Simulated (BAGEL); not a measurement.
**C2H3BFN (SMILES FB1C=NC1): HF/6-31G(d) (density fitting with qzvpp-jkfit, spherical functions)**

What is the vertical ionisation energy of C2H3BFN at HF/6-31G* (density fitting with qzvpp-jkfit, spherical functions)? 

The results are computed with BAGEL 1.2.2.

## 1. The system as given

C2H3BFN has 8 atoms, charge 0, and is taken as a singlet. As SMILES, `FB1C=NC1`. The coordinates come from a PBE0-D4/def2-TZVP relaxation.

Bond lengths: F1–B2 1.312 Å, B2–C3 1.553 Å, C3–N4 1.291 Å, B2–C5 1.580 Å, N4–C5 1.510 Å, C3–H6 1.087 Å, C5–H7 1.093 Å, C5–H8 1.090 Å. Some angles: F1–B2–C3 135.6°, F1–B2–C5 135.3°, C3–B2–C5 86.1°, B2–C3–N4 90.7°, C3–N4–C5 99.2°, B2–C5–N4 82.2°, B2–C3–H6 145.8°, N4–C3–H6 122.6°, B2–C5–H7 120.5°, B2–C5–H8 118.9°.

## 2. The energy at HF/6-31G(d) (density fitting with qzvpp-jkfit, spherical functions)

Input file input.json:

```json
{ "bagel" : [

{
  "title" : "molecule",
  "basis" : "6-31gs.json",
  "df_basis" : "qzvpp-jkfit",
  "angstrom" : true,
  "geometry" : [
    { "atom" : "F", "xyz" : [    0.213200,   -1.007300,    1.918400 ] },
    { "atom" : "B", "xyz" : [   -0.024100,   -0.304800,    0.836200 ] },
    { "atom" : "C", "xyz" : [    0.319000,    1.128500,    0.345800 ] },
    { "atom" : "N", "xyz" : [    0.303900,    0.728600,   -0.881200 ] },
    { "atom" : "C", "xyz" : [   -0.301700,   -0.640600,   -0.682300 ] },
    { "atom" : "H", "xyz" : [    0.656500,    2.120900,    0.633900 ] },
    { "atom" : "H", "xyz" : [    0.257100,   -1.432700,   -1.186200 ] },
    { "atom" : "H", "xyz" : [   -1.331600,   -0.649700,   -1.040300 ] }
  ]
},
{
  "title" : "hf"
},
{
  "title" : "print",
  "file" : "orbitals.molden",
  "orbitals" : true
}

]}
```

The basis set 6-31G* is read from a file made from the Basis Set Exchange's data (not shown).

Started as:

```console
BAGEL_NUM_THREADS=1 BAGEL input.json > input.out
```

Standard output:

```text
* using 1 threads per process

  ===============================================================
  ===============================================================

  *** Geometry ***

  { "atom" : "F", "xyz" : [      0.402890,     -1.903521,      3.625251 ] },
  { "atom" : "B", "xyz" : [     -0.045542,     -0.575989,      1.580189 ] },
  { "atom" : "C", "xyz" : [      0.602823,      2.132556,      0.653467 ] },
  { "atom" : "N", "xyz" : [      0.574288,      1.376854,     -1.665227 ] },
  { "atom" : "C", "xyz" : [     -0.570130,     -1.210559,     -1.289360 ] },
  { "atom" : "H", "xyz" : [      1.240605,      4.007920,      1.197897 ] },
  { "atom" : "H", "xyz" : [      0.485849,     -2.707411,     -2.241593 ] },
  { "atom" : "H", "xyz" : [     -2.516359,     -1.227755,     -1.965882 ] },

  Number of auxiliary basis functions:      433

  Since a DF basis is specified, we compute 2- and 3-index integrals:
    o Being stored without compression. Storage requirement is 0.020 GB

  Number of basis functions:       76
  Number of electrons      :       36

    * METHOD: MOLECULE                             0.19

  *** RHF ***

  === Nuclear Repulsion ===
   145.3024804942

      * DIIS with orbital gradients will be used.

  === RHF iteration (6-31gs.json) ===
      0       -255.85822989          0.02073047           0.04
      1       -255.98360914          0.01347932           0.04
      2       -256.04451349          0.00220488           0.04
      3       -256.04723753          0.00087773           0.04
      4       -256.04762471          0.00026080           0.04
      5       -256.04770491          0.00014370           0.04
      6       -256.04772539          0.00006992           0.04
      7       -256.04773284          0.00001707           0.04
      8       -256.04773323          0.00000639           0.04
      9       -256.04773326          0.00000402           0.04
     10       -256.04773329          0.00000172           0.04
     11       -256.04773329          0.00000091           0.04
     12       -256.04773329          0.00000035           0.04
     13       -256.04773329          0.00000015           0.04
     14       -256.04773329          0.00000007           0.04
     15       -256.04773329          0.00000003           0.04
     16       -256.04773329          0.00000001           0.04
     17       -256.04773329          0.00000001           0.04
    * SCF iteration converged.

    * Permanent dipole moment:
           (    0.297645,     0.063427,    -0.291919) a.u.

    * METHOD: HF                                   0.83

    * METHOD: PRINT                                0.01

  ===============================================================
```

Run time: 1.1 s. Hardware: 1 thread of Arm Neoverse V1, shared host; peak memory 0.096 GiB.

## 3. The doublet cation, same level

Input file hf.json:

```json
{ "bagel" : [

{
  "title" : "molecule",
  "basis" : "6-31gs.json",
  "df_basis" : "qzvpp-jkfit",
  "angstrom" : "true",
  "geometry" : [
    { "atom" : "F", "xyz" : [    0.213200,   -1.007300,    1.918400 ] },
    { "atom" : "B", "xyz" : [   -0.024100,   -0.304800,    0.836200 ] },
    { "atom" : "C", "xyz" : [    0.319000,    1.128500,    0.345800 ] },
    { "atom" : "N", "xyz" : [    0.303900,    0.728600,   -0.881200 ] },
    { "atom" : "C", "xyz" : [   -0.301700,   -0.640600,   -0.682300 ] },
    { "atom" : "H", "xyz" : [    0.656500,    2.120900,    0.633900 ] },
    { "atom" : "H", "xyz" : [    0.257100,   -1.432700,   -1.186200 ] },
    { "atom" : "H", "xyz" : [   -1.331600,   -0.649700,   -1.040300 ] }
  ]
},
{ "title" : "uhf", "charge" : 1, "nopen" : 1 },
{ "title" : "print", "file" : "orbitals.molden", "orbitals" : "true" }

]}
```

The basis set 6-31G* is read from a file made from the Basis Set Exchange's data (not shown).

Started as:

```console
BAGEL_NUM_THREADS=1 BAGEL hf.json > hf.out
```

Standard output:

```text
* using 1 threads per process

  ===============================================================
  ===============================================================

  *** Geometry ***

  { "atom" : "F", "xyz" : [      0.402890,     -1.903521,      3.625251 ] },
  { "atom" : "B", "xyz" : [     -0.045542,     -0.575989,      1.580189 ] },
  { "atom" : "C", "xyz" : [      0.602823,      2.132556,      0.653467 ] },
  { "atom" : "N", "xyz" : [      0.574288,      1.376854,     -1.665227 ] },
  { "atom" : "C", "xyz" : [     -0.570130,     -1.210559,     -1.289360 ] },
  { "atom" : "H", "xyz" : [      1.240605,      4.007920,      1.197897 ] },
  { "atom" : "H", "xyz" : [      0.485849,     -2.707411,     -2.241593 ] },
  { "atom" : "H", "xyz" : [     -2.516359,     -1.227755,     -1.965882 ] },

  Number of auxiliary basis functions:      433

  Since a DF basis is specified, we compute 2- and 3-index integrals:
    o Being stored without compression. Storage requirement is 0.020 GB

  Number of basis functions:       76
  Number of electrons      :       36

    * METHOD: MOLECULE                             0.18

  *** Open-shell HF ***

  === Nuclear Repulsion ===
   145.3024804942

      * DIIS with orbital gradients will be used.

  === UHF iteration (6-31gs.json) ===
      0       -255.46986366          0.04142192           0.08
      1       -255.58280673          0.03360799           0.08
      2       -255.62148069          0.02728331           0.08
      3       -255.69295510          0.00501279           0.08
      4       -255.70182096          0.00358696           0.08
      5       -255.71386209          0.00291180           0.08
      6       -255.72613802          0.00131238           0.08
      7       -255.72757434          0.00069372           0.08
      8       -255.72849394          0.00039770           0.08
      9       -255.72910154          0.00041270           0.08
[... 22 lines of this table left out ...]
     32       -255.73317563          0.00000004           0.08
     33       -255.73317563          0.00000003           0.08
     34       -255.73317563          0.00000002           0.08
     35       -255.73317563          0.00000001           0.08
    * SCF iteration converged.

    * S^2 (UHF) is 0.9950

    * Permanent dipole moment:
           (    0.223218,    -0.891341,     0.957676) a.u.

    * METHOD: UHF                                  2.88

    * METHOD: PRINT                                0.01

  ===============================================================
```

Run time: 3.3 s. Hardware: 1 thread of Arm Neoverse V1, shared host; peak memory 0.096 GiB.

## 4. What came out

At HF/6-31G* (density fitting with qzvpp-jkfit, spherical functions):

| quantity | value |
| --- | --- |
| singlet C2H3BFN: total energy | -256.04773 Eh |
| singlet C2H3BFN: dipole moment | 1.07 D |
| singlet C2H3BFN: HOMO energy | -10.96 eV |
| singlet C2H3BFN: LUMO energy | 2.80 eV |
| singlet C2H3BFN: HOMO–LUMO gap | 13.76 eV |
| doublet cation: total energy | -255.73318 Eh |
| doublet cation: ⟨S²⟩ | 0.995 |
| vertical ionisation energy (to the doublet cation) | 8.560 eV |

What this shows: The vertical ionisation energy comes to 8.56 eV (197 kcal/mol). The negative HOMO energy of the first species, 10.96 eV, lies 2.40 eV above that difference. ⟨S²⟩ (doublet cation) is 0.99 where a pure doublet has 0.75: the reference is spin-contaminated.
